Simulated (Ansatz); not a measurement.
# C2H6Si (vinylsilane): CAM-B3LYP/6-311+G(d,p)

Aim: the electronic atomisation energy of C2H6Si (vinylsilane) at CAM-B3LYP/6-311+G**, from 4 runs. 

The calculation is run with Ansatz 0.2.0.

51 further runs of the same task are left out: 51 set aside as unsound or not needed.

**1. The system as given**

C2H6Si: 9 atoms, total charge 0, spin state singlet. SMILES: `C=C[SiH3]`. The shape is that of a PBE0-D4/def2-TZVP optimisation.

Bond lengths: C1–C2 1.330 Å, C2–Si3 1.859 Å, C1–H4 1.087 Å, C1–H5 1.087 Å, C2–H6 1.089 Å, Si3–H7 1.488 Å, Si3–H8 1.487 Å, Si3–H9 1.488 Å. Some angles: C1–C2–Si3 123.1°, C1–C2–H6 118.1°, Si3–C2–H6 118.8°, C2–C1–H4 121.7°, C2–C1–H5 122.2°, C2–Si3–H7 110.8°, C2–Si3–H8 109.0°, C2–Si3–H9 110.8°, H4–C1–H5 116.1°, H7–Si3–H8 109.3°.

**2. The energy at CAM-B3LYP/6-311+G(d,p)**

run.yaml

```yaml
crystal:
  periodic: [false, false, false]
  atoms:
    - symbol: C
      position_ang: [-0.713700, 0.870200, -1.048300]
    - symbol: C
      position_ang: [-0.071300, 0.712500, 0.105600]
    - symbol: Si
      position_ang: [0.560600, -0.932000, 0.700100]
    - symbol: H
      position_ang: [-0.905700, 0.033000, -1.713900]
    - symbol: H
      position_ang: [-1.076700, 1.838600, -1.381500]
    - symbol: H
      position_ang: [0.089400, 1.592000, 0.727600]
    - symbol: H
      position_ang: [2.035800, -0.893900, 0.893800]
    - symbol: H
      position_ang: [0.223400, -1.972400, -0.307300]
    - symbol: H
      position_ang: [-0.053200, -1.294300, 2.006700]
basis:
  gaussian:
    orbitals: 6-311+G_st__st_-spherical.json
output:
  orbitals: {seedname: orbitals}
hamiltonian:
  xc: {name: CAM-B3LYP}
accuracy: high
```

The basis set 6-311+G** is read from a file made from the Basis Set Exchange's data (not shown).

Run with:

```
$ ansatz run run.yaml --threads 1 --pin off --max-ram 3480MiB --events-out events.jsonl --progress --plain --runs-dir runs
```

Output:

```text
Warning: RAYON_NUM_THREADS=1 ignored (pool sized by the plan → 1); use --threads N
Functional definition: CAM-B3LYP
  name "CAM-B3LYP"
  parameter alpha = 0.19
  parameter beta = 0.46
  parameter omega = 0.33/bohr
  parameter ac = 0.81
  exchange = (1 - alpha - beta)*b88_x + beta*b88_x_sr(omega) + alpha*exact_x + beta*exact_x_lr(omega)
  correlation = (1 - ac)*vwn5_c + ac*lyp_c
2118 factors; integrals over basis functions are off by at most 8.2e-9 eV
507 factors; integrals over basis functions are off by at most 2.8e-9 eV
mean field evaluation 1: about -10043.5943 eV, gradient 4.4e1 eV
mean field evaluation 2: about -10044.1515 eV, gradient 4.0e1 eV
mean field evaluation 4: about -10048.1609 eV, gradient 1.5e0 eV
mean field evaluation 8: about -10048.1648 eV, gradient 5.9e-2 eV
mean field evaluation 16: about -10048.1648 eV, gradient 3.4e-6 eV
mean field -10048.16476329 eV, -369.2632441602 hartree, gradient 5.9e-8 eV, S^2 0.000000; 0 other end points of the search recorded, 0 dependent functions left out
reference -10048.16478650 eV, -369.2632450132 hartree; 16, 16 occupied and 94, 94 virtual orbitals, 2118 factors
Total energy: -10048.16478650 eV, -369.2632450132 hartree
```

Run time: 5.1 s. Hardware: 1 thread of Intel Xeon 6975P-C (Granite Rapids), shared host; peak memory 0.4 GiB.

**3. The C atom, same level**

in.yaml

```yaml
crystal:
  periodic: [false, false, false]
  atoms:
    - {symbol: C, position_ang: [0.000000, 0.000000, 0.000000]}
basis:
  gaussian:
    orbitals: 6-311+G_st__st_.json
magnetization:
  spin_polarized: true
  initial_magnetization: 2
hamiltonian:
  xc: {name: CAM-B3LYP}
accuracy: high
```

The basis set 6-311+G** is read from a file made from the Basis Set Exchange's data (not shown).

Run the same way, it converges to -37.83482 Eh (log not shown).

**4. The H atom at the same level**

input.yaml

```yaml
crystal:
  periodic: [false, false, false]
  atoms:
    - symbol: H
      position_ang: [0.000000, 0.000000, 0.000000]
basis:
  gaussian:
    orbitals: 6-311+G_st__st_.json
accuracy: high
hamiltonian:
  xc: {name: CAM-B3LYP}
magnetization:
  spin_polarized: true
  initial_magnetization: 1
```

The basis set 6-311+G** is read from a file made from the Basis Set Exchange's data (not shown).

Run the same way, it converges to -0.49881 Eh (log not shown).

**5. The Si atom at the same level**

molecule.yaml

```yaml
crystal:
  periodic: [false, false, false]
  atoms:
    - {symbol: Si, position_ang: [0.000000, 0.000000, 0.000000]}
basis:
  gaussian:
    orbitals: 6-311+G_st__st_-spherical.json
magnetization:
  spin_polarized: true
  initial_magnetization: 2
accuracy: high
hamiltonian:
  xc: {name: CAM-B3LYP}
```

The basis set 6-311+G** is read from a file made from the Basis Set Exchange's data (not shown).

Run with:

```
$ ansatz run molecule.yaml --threads 1 --pin off --max-ram 3480MiB --events-out events.jsonl --progress --plain --runs-dir runs
```

Output, cut to the lines that bear on the results:

```text
Warning: RAYON_NUM_THREADS=1 ignored (pool sized by the plan → 1); use --threads N
[... 8 set-up lines as earlier in the session ...]
230 factors; integrals over basis functions are off by at most 3.5e-9 eV
89 factors; integrals over basis functions are off by at most 1.6e-9 eV
mean field evaluation 1: about -7874.3402 eV, gradient 2.8e0 eV
mean field evaluation 2: about -7874.3967 eV, gradient 1.2e0 eV
mean field evaluation 4: about -7874.4021 eV, gradient 3.0e-1 eV
mean field evaluation 8: about -7874.4027 eV, gradient 5.2e-4 eV
mean field evaluation 16: about -7874.4027 eV, gradient 2.6e-8 eV
mean field -7874.40272046 eV, -289.3789625150 hartree, gradient 2.6e-8 eV, S^2 2.002106; 0 other end points of the search recorded, 0 dependent functions left out
reference -7874.40273153 eV, -289.3789629220 hartree; 8, 6 occupied and 22, 24 virtual orbitals, 230 factors
Total energy: -7874.40273153 eV, -289.3789629220 hartree
```

It took 0.54 s on 1 thread of Intel Xeon 6975P-C (Granite Rapids), shared host.

**6. Outcome**

Level: CAM-B3LYP/6-311+G**.

```
                     quantity          value
       molecule: total energy  -369.26325 Eh
        molecule: HOMO energy       -9.32 eV
        molecule: LUMO energy        0.60 eV
      molecule: HOMO–LUMO gap        9.92 eV
         C atom: total energy   -37.83482 Eh
                 C atom: ⟨S²⟩          2.003
         H atom: total energy    -0.49881 Eh
                 H atom: ⟨S²⟩          0.750
        Si atom: total energy  -289.37896 Eh
                Si atom: ⟨S²⟩          2.002
electronic atomisation energy      33.246 eV
```

**Reading.** Taking the molecule apart into free atoms costs 33.25 eV (3208 kJ/mol), before zero-point energy and without spin-orbit coupling.
